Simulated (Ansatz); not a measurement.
# Mo: an axial (c/a) deformation path

One table from this session's results is given with a row withheld; the runs are named, their logs left out.

Computed with Ansatz 0.2.0 (DFT PBEsol, scalar-relativistic, plane waves, PAW, unless a step's input says otherwise).

### Starting point

It takes space group P6/mmm (No. 191, hexagonal). The conventional cell has a = 2.736 Å, b = 2.736 Å, c = 2.555 Å, α = 90.00°, β = 90.00°, γ = 120.00°. Mo (site symmetry 6/mmm) is surrounded by 8 Mo at 2.56 to 2.74 Å.

Structure file:

```cif
data_structure
_symmetry_space_group_name_H-M 'P6/mmm'
_symmetry_Int_Tables_number 191
_cell_length_a 2.7355
_cell_length_b 2.7355
_cell_length_c 2.5552
_cell_angle_alpha 90.000
_cell_angle_beta 90.000
_cell_angle_gamma 120.000
_cell_volume 16.56
loop_
_atom_site_label
_atom_site_type_symbol
_atom_site_symmetry_multiplicity
_atom_site_Wyckoff_symbol
_atom_site_fract_x
_atom_site_fract_y
_atom_site_fract_z
_atom_site_occupancy
Mo1 Mo 1 b 0.00000 0.00000 0.50000 1
```

It goes back to an entry of the Materials Project, which need not be the stable form.

No relaxation comes first: the listed cell is the starting point.

### Zero of energy

Reference values: F = -4896.5544 eV; pressure -4.12 GPa; largest force 0.000 eV/Å; gap on the mesh none (metal). It was computed beforehand with the settings of the runs below.

The first run:

At fixed volume and fractional coordinates, lengths along (0.000, 0.000, 1.000) are scaled against those across it; ρ is that ratio over its starting value.

input.yaml

```yaml
crystal:
  lattice:
    - [2.8877885796, 0.0, 0.0]
    - [-1.4438942898, 2.5008982707, 0.0]
    - [0.0, 0.0, 2.2928073694]
  atoms:
    - { symbol: Mo, position: [0.0, 0.0, 0.5] }
basis:
  ecutwfc: 420
kpoints:
  mp_grid: { grid: [24, 24, 20] }
hamiltonian:
  xc: pbesol
scf:
  occupations: { method: gaussian, width: 0.15 }
output:
  forces: true
  stress: true
  eigenvalues: true
  write_density: true
  write_potential: true
  elf: true
  volumetric_format: npy
```

Started as:

```console
$ ansatz run input.yaml --threads 1 --pin off --max-ram 2560MiB --backend cpu --events-out ev --progress --plain --runs-dir out
```

Among the steps run: Point ρ = 0.850; At ρ = 1.200; Point ρ = 0.920; Point ρ = 1.100; At ρ = 0.960; ρ = 1.050; ρ = 0.800; ρ = 1.300.

One of the session's tables, all rows but one given; the rest of the session is left out.

Collected from the runs (energy zero: the undisturbed cell):

| ρ | ΔE (meV/atom) | pressure (GPa) |
| --- | --- | --- |
| 0.800 | 445.0 | 12.9 |
| 0.850 | 167.4 | 3.4 |
| 0.920 | ? | ? |
| 0.960 | -9.4 | -4.2 |
| 1.000 | 0.0 | -4.1 |
| 1.050 | 53.1 | -2.5 |
| 1.100 | 138.4 | -0.1 |
| 1.200 | 331.9 | 6.5 |
| 1.300 | 601.6 | 16.4 |

Q: Estimate the row for ρ = 0.920 from the others.

Worked estimate for «ΔE (meV/atom)». A straight line through the neighbours (0.850, 167.4) and (0.960, -9.4) gives 167.4 + (-9.4 − 167.4) × (0.920 − 0.850) / (0.960 − 0.850) = 54.9; a parabola fitted to 4 rows on both sides gives -6.0.

As computed: ΔE (meV/atom): 14.9; pressure (GPa): -3.1. In «ΔE (meV/atom)» the line misses by +40.0 and the parabola by -20.9.
